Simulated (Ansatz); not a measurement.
## H4SSeSi, SMILES S[SiH2][SeH]: the energy of protonation at one site

Computed with Ansatz's Python interface.

`pa_h4ssesi.py`:
```python
import logging
import sys

import ansatz as az
from ase import Atoms
import numpy as np

logging.basicConfig(stream=sys.stdout, format="[%(levelname)s] %(message)s")
logger = logging.getLogger("run")
logger.setLevel(logging.INFO)

BASIS_SET = "def2-SVP"
XC = "pbe0"
VDW = "d4"
NET_CHARGE = 1
FORCE_TOL = 0.01


def main() -> None:
    atoms = Atoms(["S", "Si", "Se", "H", "H", "H", "H"], positions=[
        (-2.0511, 0.0655, -0.4497),
        (-0.11, 0.3562, 0.2936),
        (1.0413, -1.5636, -0.0419),
        (-1.5541, -0.1366, -1.7657),
        (0.5559, 1.456, -0.4355),
        (-0.161, 0.681, 1.7303),
        (2.3403, -0.9265, 0.6231),
    ])
    geometry = az.Crystal.molecule_from_ase(atoms)

    calculation = (
        geometry.calculation()
        .basis(gaussian=BASIS_SET)
        .functional(XC, dispersion=VDW)
    )
    symbols = [site.symbol for site in geometry.cartesian_sites]
    start = np.array([site.position_ang for site in geometry.cartesian_sites], dtype=float)
    report = calculation.relax(force_tolerance=0.01, max_steps=100).run(threads=1, backend="cpu").report
    end = np.array(report["positions_ang"])

    away = sum((end[0] - end[j]) / np.linalg.norm(end[0] - end[j]) for j in [1, 3]) + np.array([0.15, 0.1, -0.2])
    proton = end[0] + 1.4 * away / np.linalg.norm(away)
    acid = az.Crystal.molecule()
    for symbol, place in zip(symbols, end):
        acid = acid.atom(symbol, place.tolist())
    acid = acid.atom("H", proton.tolist())
    protonated = (
        acid.calculation()
        .basis(gaussian=BASIS_SET)
        .functional(XC, dispersion=VDW)
        .charge(NET_CHARGE)
        .relax(force_tolerance=FORCE_TOL, max_steps=80)
    )
    after = protonated.run(threads=1, backend="cpu").report
    xyz = np.array(after["positions_ang"])
    reach = np.linalg.norm(xyz[:-1] - xyz[-1], axis=1)
    logger.info(f"base {report['free_energy_ev']:.5f} eV, protonated {after['free_energy_ev']:.5f} eV")
    logger.info(f"the proton ends {reach.min():.3f} A from {symbols[reach.argmin()]}{reach.argmin()}")
    logger.info(f"electronic proton affinity {(report['free_energy_ev'] - after['free_energy_ev']):.3f} eV")


if __name__ == "__main__":
    main()
```

```console
$ python pa_h4ssesi.py
[INFO] base -84100.57461 eV, protonated -84108.80616 eV
[INFO] the proton ends 1.360 A from S0
[INFO] electronic proton affinity 8.232 eV
```

What to keep in mind:
- Total energies depend on the basis set; only differences at equal settings carry meaning.
- The proton is put on one chosen atom, which needn't be the most basic site, so the molecule's proton affinity can be higher; the ends are stationary points, not checked by frequencies, and zero-point and thermal terms count only where printed.
- Hardware and time: 100 s on 1 thread of Arm Neoverse V1, on a shared host, peak memory 0.28 GiB.
